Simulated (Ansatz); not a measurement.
The first iterations of a band of a periodic cell of 27 atoms, GeH2W12C12 (surface WC(001), adsorbate GeH2).

Level of theory: DFT PBE, scalar-relativistic, plane waves, PAW in Ansatz 0.2.0. Settings: PAW set soft_1, cutoff 420 eV, k mesh 3x3x1, gaussian smearing 0.1 eV, no spin polarisation.

```json
{"movable images": "5", "climbing image": "yes", "spring": "5.0 eV/Å²", "optimiser": "lbfgs", "start path": "IDPP", "force threshold": "0.05 eV/Å", "iteration limit": "45", "end points": "relaxed", "atoms held": "1, 2, 7, 8, 13, 14, 19, 20"}
```

Image 0:

```xyz
27
Lattice="5.7948 0.0000 0.0000 -2.8974 5.0184 0.0000 0.0000 0.0000 19.0742" Properties=species:S:1:pos:R:3
W 0.000 0.000 1.000
C 1.449 0.836 2.415
W 0.000 0.001 3.845
C 1.453 0.836 5.234
W 0.000 -0.017 6.713
C 1.428 0.820 7.977
W -1.449 2.509 1.000
C 0.000 3.346 2.415
W -1.446 2.511 3.848
C 0.001 3.348 5.232
W -1.443 2.503 6.743
C -0.001 3.337 7.878
W 2.897 0.000 1.000
C 4.346 0.836 2.415
W 2.897 0.001 3.856
C 4.342 0.836 5.234
W 2.897 0.003 6.786
C 4.367 0.819 7.977
W 1.449 2.509 1.000
C 2.897 3.346 2.415
W 1.447 2.510 3.847
C 2.898 3.347 5.215
W 1.443 2.503 6.742
C 2.897 3.317 7.844
Ge 0.001 0.677 9.370
H 0.004 -0.593 10.238
H -0.002 2.036 10.108
```

Image 6:

```xyz
27
Lattice="5.7948 0.0000 0.0000 -2.8974 5.0184 0.0000 0.0000 0.0000 19.0742" Properties=species:S:1:pos:R:3
W 0.000 0.000 1.000
C 1.449 0.836 2.415
W -0.001 0.002 3.848
C 1.455 0.833 5.246
W 0.007 -0.023 6.723
C 1.421 0.853 8.126
W -1.449 2.509 1.000
C 0.000 3.346 2.415
W -1.449 2.510 3.846
C 0.007 3.357 5.237
W -1.456 2.514 6.721
C 0.020 3.346 7.966
W 2.897 0.000 1.000
C 4.346 0.836 2.415
W 2.896 0.001 3.853
C 4.339 0.825 5.237
W 2.903 -0.003 6.736
C 4.355 0.819 7.966
W 1.449 2.509 1.000
C 2.897 3.346 2.415
W 1.446 2.509 3.848
C 2.890 3.350 5.218
W 1.472 2.515 6.723
C 2.901 3.343 7.854
Ge -0.130 1.748 9.063
H -0.900 5.538 8.999
H -0.177 1.776 10.613
```

| iteration | highest image above the first end (eV) | largest band force component (eV/Å) |
| --- | --- | --- |
| 1 | 3.955 | 2.989 |
| 2 | 3.860 | 2.059 |
| 3 | 3.541 | 3.522 |
| 4 | 3.477 | 1.465 |
| 5 | 3.320 | 1.228 |
| 6 | 3.031 | 2.136 |
| 7 | 2.986 | 1.239 |
| 8 | 2.806 | 1.908 |
| 9 | 2.779 | 0.782 |
| 10 | 2.676 | 0.786 |
| 11 | 2.649 | 0.833 |
| 12 | 2.622 | 0.886 |
| 13 | 2.593 | 0.945 |
| 14 | 2.562 | 1.011 |
| 15 | 2.527 | 1.083 |

Problem. Does the band converge within its limit, and where does its top end?

Solution. The run ended unconverged. It ended after 45 iterations with the highest image 0.938 eV above the first end. The band didn't meet its force threshold, so its energies are provisional: the largest band force was still 2.61 eV/Å, and over the last iterations the top moved between 0.86 and 0.94 eV. Neighbouring images lie up to 2.5 Å apart, so the band is torn or far too coarse. Limits of this set-up: coarse k mesh, thin slab, slab without dipole correction, no dispersion correction for a molecule that may bind weakly, a typed lattice constant that wasn't relaxed here.

Run time: 65 min on 4 threads of Arm Neoverse V2, with other jobs on the host, peak memory 3.9 GiB.
